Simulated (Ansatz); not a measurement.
# Tm2N: the cost of one run

Computed with Ansatz 0.2.0 (DFT PBE, scalar-relativistic, plane waves, PAW; 4f electrons in the core of a trivalent norm-conserving potential, unless a step's input says otherwise).

**1. The system as given**

Symmetry: C2/m, No. 12, monoclinic system. Conventional cell: a = 6.234 Å, b = 3.825 Å, c = 4.393 Å, α = 90.00°, β = 90.04°, γ = 90.00°. Tm (site symmetry m) has 3 N at 2.31 to 2.58 Å in its first shell of neighbours. N (site symmetry 2/m) is surrounded by 6 Tm at 2.31 to 2.58 Å.

Cell or atoms stand a little off a more symmetric structure (P-3m1 at a tolerance of 0.3 Å), so results at this geometry aren't those of that ideal crystal.

Coordinates:

```xyz
3
Lattice="3.1169 -1.9125 0.0000 3.1169 1.9125 0.0000 -0.0029 0.0000 4.3931" Properties=species:S:1:pos:R:3 pbc="T T T"
Tm    4.2964    0.0000    1.2667
Tm    1.9344    0.0000    3.1264
N     0.0000    0.0000    0.0000
```

Recipe of the guess: species swapped into a database cell of Te2Au (C2/m, No. 12), with Tm on the Te sites and N on the Au sites. The dimensions are guesses.

**2. A first look at the guess**

input.yaml reads:

```yaml
crystal:
  lattice:
    - [3.11688309, -1.91249006, 0.0]
    - [3.11688309, 1.91249006, 0.0]
    - [-0.00291362, 0.0, 4.3931029]
  atoms:
    - { symbol: Tm, position: [0.68935001, 0.68935001, 0.28832999] }
    - { symbol: Tm, position: [0.31064999, 0.31064999, 0.71167001] }
    - { symbol: "N", position: [0.0, 0.0, 0.0] }
basis:
  ecutwfc: 690
kpoints:
  mp_grid: { grid: [6, 6, 4] }
hamiltonian:
  xc: pbe
  pseudopotentials:
    kind: paw
    azcp: { Tm: "pseudopotentials/pbe/nc/lanthanide_3plus/Tm.nc.azcp" }
scf:
  occupations: { method: gaussian, width: 0.1 }
  lower_state_search: "off"
output:
  forces: true
  stress: true
  eigenvalues: true
```

The run is started by

```sh
ansatz run input.yaml --threads 1 --pin off --max-ram 2560MiB --backend cpu --events-out ev --progress --plain --runs-dir out
```

Q: Estimate wall time and peak memory on 1 thread of AMD EPYC (Zen 3), shared host.

About 12 s, with a peak of 0.37 GiB.
